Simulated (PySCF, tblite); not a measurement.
**C₄H₈F₂SSi: geometry, infrared bands and NMR shifts**

What infrared bands and NMR shifts should C₄H₈F₂SSi (`C[Si@@]1(F)C[C@@H](F)CS1`) show?

The runs use tblite 0.8.0 and PySCF 2.14.0, with density-fitted response routines of our own; the level of theory stands in each step. All values are computed, except where a source is named. Atoms count from 0, in the outputs and in this text.

**1. The molecule as given**

16 atoms, charge 0, multiplicity 1; geometry from: force field or distance geometry start.

Bonds of the start (Å): C0–Si1 1.86, Si1–F2 1.67, Si1–C3 1.88, C3–C4 1.52, C4–F5 1.37, C4–C6 1.53, C6–S7 1.83, S7–Si1 2.15, C0–H8 1.11, C0–H9 1.09, C0–H10 1.10, C3–H11 1.11, C3–H12 1.10, C4–H13 1.12, C6–H14 1.11, C6–H15 1.09.

**2. Optimising the geometry with GFN2-xTB**

What the job is given:

```
{"job": {"kind": "relax", "xc": "GFN2-xTB", "basis": "xTB"}, "charge": 0, "multiplicity": 1}
C      2.369900     0.598400    -0.036200
Si     0.954500    -0.547400    -0.398800
F      1.421600    -2.119200    -0.722600
C     -0.311900    -0.424200     0.985700
C     -1.599900    -0.547300     0.194800
F     -2.701500    -0.647700     0.999400
C     -1.677900     0.680000    -0.708800
S     -0.346600     0.284200    -1.899300
H      1.930300     1.574600     0.245900
H      3.023900     0.737100    -0.901500
H      2.934600     0.168800     0.810400
H     -0.203200    -1.233500     1.739300
H     -0.298100     0.589100     1.414400
H     -1.511700    -1.458100    -0.459400
H     -1.336500     1.542300    -0.102500
H     -2.655100     0.811800    -1.172400
```

The run is started by

```bash
OMP_NUM_THREADS=1 python probes_run.py task.json out
```

One launch serves the whole session: the jobs run in the order shown.

Standard output:

```text
step      E/eV     max force
  0    -738.64059    1.266
  1    -738.75027    0.775
  2    -738.83106    0.896
  3    -738.87925    0.855
  4    -738.92586    0.399
  5    -738.94552    0.455
  6    -738.97549    0.450
  7    -739.00021    0.614
  8    -739.03020    0.571
  9    -739.05796    0.415
 10    -739.08722    0.379
 11    -739.11442    0.349
 12    -739.13621    0.417
 13    -739.15106    0.304
 14    -739.16035    0.230
 15    -739.16802    0.297
 16    -739.17545    0.255
 17    -739.18048    0.163
 18    -739.18396    0.146
 19    -739.18716    0.178
 20    -739.19038    0.180
 21    -739.19348    0.146
 22    -739.19593    0.113
 23    -739.19759    0.101
 24    -739.19894    0.112
 25    -739.19996    0.089
 26    -739.20045    0.041
 27    -739.20070    0.046
 28    -739.20093    0.050
 29    -739.20115    0.054
 30    -739.20128    0.031
 31    -739.20134    0.014
 32    -739.20137    0.018
 33    -739.20141    0.017
 34    -739.20144    0.014
 35    -739.20147    0.011
 36    -739.20149    0.013
 37    -739.20151    0.017
 38    -739.20154    0.018
 39    -739.20157    0.016
 40    -739.20160    0.016
 41    -739.20163    0.016
 42    -739.20166    0.018
 43    -739.20171    0.019
 44    -739.20175    0.016
 45    -739.20178    0.011
 46    -739.20181    0.014
 47    -739.20183    0.017
 48    -739.20186    0.015
 49    -739.20188    0.012
 50    -739.20190    0.012
 51    -739.20191    0.013
 52    -739.20193    0.013
 53    -739.20194    0.011
 54    -739.20196    0.010
 55    -739.20197    0.009
```

Wall time 0.66 s (1 thread of Arm Neoverse N1, shared host).

Relaxation path: (not every step is listed)

```tsv
step	energy from step 0 (eV)	largest force (eV/Å)
0	0.0000	1.2663
1	-0.1097	0.7748
2	-0.1905	0.8962
3	-0.2387	0.8553
4	-0.2853	0.3993
5	-0.3049	0.4549
6	-0.3349	0.4501
7	-0.3596	0.6140
8	-0.3896	0.5710
12	-0.4956	0.4167
16	-0.5349	0.2551
20	-0.5498	0.1801
24	-0.5584	0.1125
28	-0.5603	0.0504
32	-0.5608	0.0179
36	-0.5609	0.0130
40	-0.5610	0.0159
44	-0.5612	0.0155
48	-0.5613	0.0146
50	-0.5613	0.0120
51	-0.5613	0.0131
52	-0.5613	0.0135
53	-0.5614	0.0112
54	-0.5614	0.0103
55	-0.5614	0.0088
```

Distances of close pairs at the start and the end, largest changes first:

```tsv
bond	before (Å)	after (Å)	change (Å)
Si1–F2	1.671	1.621	-0.050
C0–Si1	1.857	1.887	+0.030
C4–H13	1.125	1.097	-0.028
C3–H11	1.111	1.088	-0.023
C0–H8	1.107	1.085	-0.022
C0–H10	1.105	1.085	-0.020
C6–H14	1.108	1.091	-0.018
Si1–C3	1.880	1.897	+0.017
```

The end geometry stands in the next job.

**3. Infrared spectrum with GFN2-xTB**

What the job is given:

```
{"job": {"kind": "ir", "xc": "GFN2-xTB", "basis": "xTB"}, "charge": 0, "multiplicity": 1}
C      2.515505     0.652181    -0.009622
Si     0.978599    -0.377388    -0.380000
F      1.468241    -1.868181    -0.787602
C     -0.341593    -0.540758     0.972336
C     -1.684943    -0.525427     0.257255
F     -2.706846    -0.301184     1.159989
C     -1.719961     0.577001    -0.792601
S     -0.306161     0.383275    -1.928317
H      2.272854     1.668538     0.283052
H      3.148542     0.702862    -0.889963
H      3.094703     0.198732     0.788108
H     -0.233981    -1.450623     1.559246
H     -0.313119     0.300242     1.665551
H     -1.895782    -1.497005    -0.205950
H     -1.654747     1.554539    -0.313670
H     -2.628909     0.532141    -1.389222
```

Standard output:

```text
mode    cm-1     km/mol
  1      52.0      0.76
  2      84.7      0.03
  3     114.0      0.95
  4     150.3     14.11
  5     166.8      3.91
  6     187.4     25.20
  7     205.7      6.39
  8     317.1     12.91
  9     334.1     20.29
 10     406.1     18.12
 11     443.2      4.17
 12     489.0     43.73
 13     719.7     90.74
 14     759.7      8.67
 15     765.2      2.46
 16     780.7     20.85
 17     814.3    108.60
 18     838.7    164.35
 19     857.3    179.42
 20     880.2     28.66
 21     938.7     23.03
 22    1013.9     88.45
 23    1042.6      9.16
 24    1113.7     29.61
 25    1188.8      8.12
 26    1210.4     13.93
 27    1223.1     31.08
 28    1301.3      9.49
 29    1308.8     30.09
 30    1369.1     29.91
 31    1453.0      4.89
 32    1457.5      1.28
 33    1461.9      2.20
 34    1466.8      4.64
 35    2924.9     29.05
 36    2983.0      8.85
 37    2995.9     21.67
 38    3016.9      5.80
 39    3020.7      4.83
 40    3051.0     13.53
 41    3051.6      1.39
 42    3053.4     15.86
```

It took 1 s on 1 thread of Arm Neoverse N1, shared host.

Which atoms move in the most intense modes:

```tsv
cm⁻¹	km/mol	atoms
489	43.7	S7 51 %, Si1 29 %
720	90.7	C3 25 %, Si1 18 %, F2 18 %, C0 17 %
814	108.6	H10 28 %, Si1 28 %, C0 24 %
839	164.3	H10 20 %, Si1 18 %, H9 15 %, C0 14 %
857	179.4	Si1 26 %, H9 18 %, H8 18 %
1014	88.5	C4 54 %, F5 28 %
1223	31.1	H13 22 %, H11 21 %, H12 17 %, C3 17 %
1309	30.1	H13 63 %, C4 16 %, H12 10 %
```

**4. Nuclear shieldings: PBE0/pcSseg-1**

The job, as its differences from that of step 3:

```diff
@@ -1,2 +1,2 @@
-{"job": {"kind": "ir", "xc": "GFN2-xTB", "basis": "xTB"}, "charge": 0, "multiplicity": 1}
+{"job": {"kind": "nmr", "xc": "PBE0", "basis": "pcSseg-1"}, "charge": 0, "multiplicity": 1}
 C      2.515505     0.652181    -0.009622
```

With the program's defaults for keys left out, this is: GIAO PBE0/pcSseg-1 NMR shielding, non-relativistic, gas phase.

Standard output:

```text
coarse grid: 14728 points
cycle   1  E = -1043.8631494523  dE =  8.615e-01  |g| = 7.553e-01  |ddm| = 3.640e+00
cycle   2  E = -1043.7879820108  dE =  7.517e-02  |g| = 1.065e+00  |ddm| = 1.349e+00
cycle   3  E = -1043.9649261132  dE = -1.769e-01  |g| = 1.091e-01  |ddm| = 8.184e-01
cycle   4  E = -1043.9672570150  dE = -2.331e-03  |g| = 3.131e-02  |ddm| = 1.078e-01
cycle   5  E = -1043.9674568376  dE = -1.998e-04  |g| = 5.715e-03  |ddm| = 2.752e-02
cycle   6  E = -1043.9674643550  dE = -7.517e-06  |g| = 2.456e-03  |ddm| = 9.941e-03
final grid: 134688 points
cycle   7  E = -1044.0282858066  dE = -3.447e-05  |g| = 1.053e-02  |ddm| = 2.927e-02
cycle   8  E = -1044.0282650812  dE =  2.073e-05  |g| = 1.393e-02  |ddm| = 2.302e-02
cycle   9  E = -1044.0283129569  dE = -4.788e-05  |g| = 1.119e-03  |ddm| = 1.404e-02
cycle  10  E = -1044.0283131756  dE = -2.187e-07  |g| = 2.995e-04  |ddm| = 1.109e-03
cycle  11  E = -1044.0283131910  dE = -1.540e-08  |g| = 5.816e-05  |ddm| = 2.808e-04
cycle  12  E = -1044.0283131918  dE = -7.421e-10  |g| = 2.380e-05  |ddm| = 1.004e-04
converged SCF energy = -1044.0283131918

GIAO shielding tensors (ppm)
atom      isotropic    diamagn.    paramagn.     s11        s22        s33       span
  0 C      184.172     254.810     -70.638    170.143    187.223    195.148     25.005
  1 Si     298.265     877.827    -579.562    272.530    298.336    323.928     51.398
  2 F      323.423     468.533    -145.110    293.540    325.122    351.606     58.066
  3 C      160.922     257.155     -96.234    145.461    161.382    175.922     30.461
  4 C       91.198     244.876    -153.678     45.231     75.519    152.844    107.613
  5 F      365.139     471.136    -105.997    341.035    374.531    379.851     38.815
  6 C      147.278     253.284    -106.006    115.927    155.945    169.961     54.034
  7 S      615.017    1058.591    -443.574    501.184    590.830    753.038    251.854
  8 H       31.483      31.163       0.320     26.947     29.500     38.004     11.057
  9 H       30.938      28.204       2.735     26.577     28.336     37.901     11.324
 10 H       31.074      29.155       1.919     26.401     28.276     38.544     12.143
 11 H       30.022      31.056      -1.034     26.167     27.738     36.162      9.994
 12 H       30.818      32.716      -1.898     27.076     29.407     35.971      8.895
 13 H       26.615      30.296      -3.681     23.406     26.965     29.474      6.068
 14 H       28.935      31.811      -2.876     24.182     27.425     35.198     11.015
 15 H       28.649      29.908      -1.259     22.937     26.898     36.111     13.174
```

Run time: 63 s. Hardware: 1 thread of Arm Neoverse N1, shared host; peak memory 0.84 GiB.

Shifts follow as δ = σ(reference) − σ, with reference shieldings (ppm) from runs at the same level and on the same kind of geometry: 1H TMS 31.72, 13C TMS 186.9, 29Si TMS 349.2, 19F CFCl3 170.9, 33S CS2 504. The references are single molecules in the gas phase, so shifts against H2O, NH3, PH3, H3PO4 or CFCl3 are not on the usual liquid scales and can be off by tens of ppm. Atoms listed in one row are averaged.

```tsv
atoms	environment	σ (ppm)	δ (ppm)	δ scaled to CDCl3
C4	sp3 CH bonded to F	91.2	95.7	91.5
C6	sp3 CH2 bonded to S	147.3	39.6	32.4
C3	sp3 CH2 bonded to Si	160.9	26.0	23.5
C0	methyl carbon bonded to Si	184.2	2.8	0.8
H13	hydrogen on an sp3 CH bonded to F	26.61	5.10	4.92
H15	hydrogen on an sp3 CH2 bonded to S	28.65	3.07	3.00
H14	hydrogen on an sp3 CH2 bonded to S	28.94	2.78	2.73
H11	hydrogen on an sp3 CH2 bonded to Si	30.02	1.69	1.70
H12	hydrogen on an sp3 CH2 bonded to Si	30.82	0.90	0.95
H8, H9, H10	hydrogen on a methyl carbon bonded to Si	31.17	0.55	0.63
Si1	silicon bonded to 2 C, F, S, in a 5-membered ring	298.3	50.9	–
F2	fluorine bonded to Si	323.4	-152.5	–
F5	fluorine on an sp3 carbon	365.1	-194.2	–
S7	sulfur bonded to C, Si, in a 5-membered ring	615	-111	–
```

The scaled column applies a straight-line fit of computed shieldings to shifts measured in CDCl3, with any fitted terms for Cl, Br or S neighbours, and one for carbons that bear F (root-mean-square error 0.16 ppm for H, 1.9 ppm for C).

The run also stored atomic charges by several schemes (e):

```tsv
atoms	Mulliken	IAO	Hirshfeld	ESP fit
C0	-0.63	-0.74	-0.21	-0.78
Si1	1.13	1.24	0.44	0.95
F2	-0.41	-0.53	-0.21	-0.35
C3	-0.55	-0.59	-0.18	-0.64
C4	0.18	0.19	0.06	0.29
F5	-0.33	-0.33	-0.12	-0.25
C6	-0.32	-0.35	-0.08	-0.40
S7	-0.30	-0.20	-0.10	-0.31
```

Mayer bond orders: C0–Si1 0.97, Si1–F2 0.96, Si1–C3 0.88, C3–C4 1.02, C4–F5 0.88, C4–C6 0.99, C6–S7 1.00, S7–Si1 0.96.

Ring of atoms Si1, C3, C4, C6, S7: NICS(0) -7.3, NICS(1) -4.5, NICS(1)zz -0.4 ppm (means of both faces).

Orbitals, density, ELF and potential are computed afterwards from the orbital file.

Frontier orbitals at PBE0/pcSseg-1, with the share of their density that lies nearest to each atom:

```tsv
orbital	energy (eV)	lies on
HOMO	-7.28	S7 79 %
LUMO	0.26	S7 29 %; Si1 15 %; C6 15 %
```

ELF in a plane through or near 5 of the atoms.

Values, 10 rows by 14 columns:
```
0.00 0.00 0.00 0.00 0.00 0.00 0.00 0.00 0.00 0.00 0.00 0.00 0.00 0.00
0.00 0.00 0.00 0.00 0.00 0.00 0.00 0.02 0.01 0.00 0.00 0.00 0.00 0.00
0.00 0.00 0.00 0.00 0.00 0.00 0.50 0.99 0.91 0.01 0.00 0.00 0.00 0.00
0.00 0.00 0.07 0.65 0.04 0.03 0.40 0.96 0.74 0.04 0.27 0.14 0.00 0.00
0.00 0.00 0.62 0.98 0.58 0.37 0.87 0.73 0.93 0.18 0.37 0.36 0.00 0.00
0.00 0.01 0.32 0.80 0.44 0.55 0.09 0.24 0.44 0.93 0.08 0.01 0.00 0.00
0.00 0.01 0.92 0.99 0.52 0.27 0.72 0.62 0.78 0.28 0.97 0.52 0.00 0.00
0.00 0.00 0.04 0.25 0.01 0.11 0.89 0.90 0.44 0.48 0.98 0.50 0.00 0.00
0.00 0.00 0.00 0.00 0.00 0.09 0.65 0.71 0.24 0.01 0.01 0.00 0.00 0.00
0.00 0.00 0.00 0.00 0.00 0.00 0.00 0.01 0.00 0.00 0.00 0.00 0.00 0.00
```
The map spans 11.6 Å across and 9.4 Å up, centred on the molecule. Atoms in the plane (x, y in Å): C4 (1.7, 0.4), C6 (1.6, -1.1), H9 (-3.2, -0.9), H11 (0.4, 2.1), H15 (2.6, -1.6).

On the surface of density 0.002 e/bohr³ the electrostatic potential runs, from the 1st to the 99th percentile, from -1.03 V near F2 to 1.34 V near H10.

**5. Results**

| quantity | value |
| --- | --- |
| strongest single infrared mode (GFN2-xTB) | 857 cm⁻¹, 179 km/mol |
| zero-point energy (GFN2-xTB) | 72.9 kcal/mol |
| 13C shifts against TMS (PBE0/pcSseg-1) | 95.7, 39.6, 26.0, 2.8 ppm |
| 1H shifts against TMS (PBE0/pcSseg-1, means over atoms taken as alike) | 5.10, 3.07, 2.78, 1.69, 0.90, 0.55 ppm |
| 29Si shifts against TMS (PBE0/pcSseg-1) | 50.9 ppm |
| 19F shifts against CFCl3 (PBE0/pcSseg-1) | -152.5, -194.2 ppm |
| 33S shifts against CS2 (PBE0/pcSseg-1) | -111 ppm |
| surface potential, 1st and 99th percentile | -1.03 V and 1.34 V |

Over 55 steps the energy fell by 0.561 eV; of the close pairs, Si1–F2 changed most, 1.671 to 1.621 Å. All 42 modes are real, so the xTB geometry is a minimum. The strongest single mode, at 857 cm⁻¹, has its largest shares on Si1, H9 and H8 (the list is cut at 3 atoms). GFN2-xTB is a fitted tight-binding method: band positions and strengths are rough. Its intensities can rank the bands wrongly. C4 (sp3 CH bonded to F) lies farthest downfield among carbon, at 95.7 ppm; deshielded by the electronegative neighbour. The most deshielded hydrogen is H13 (hydrogen on an sp3 CH bonded to F), at 5.10 ppm: its carbon carries F, hence the downfield position. At PBE0/pcSseg-1: The largest span, 252 ppm, is at S7, where the paramagnetic term is -444 ppm.
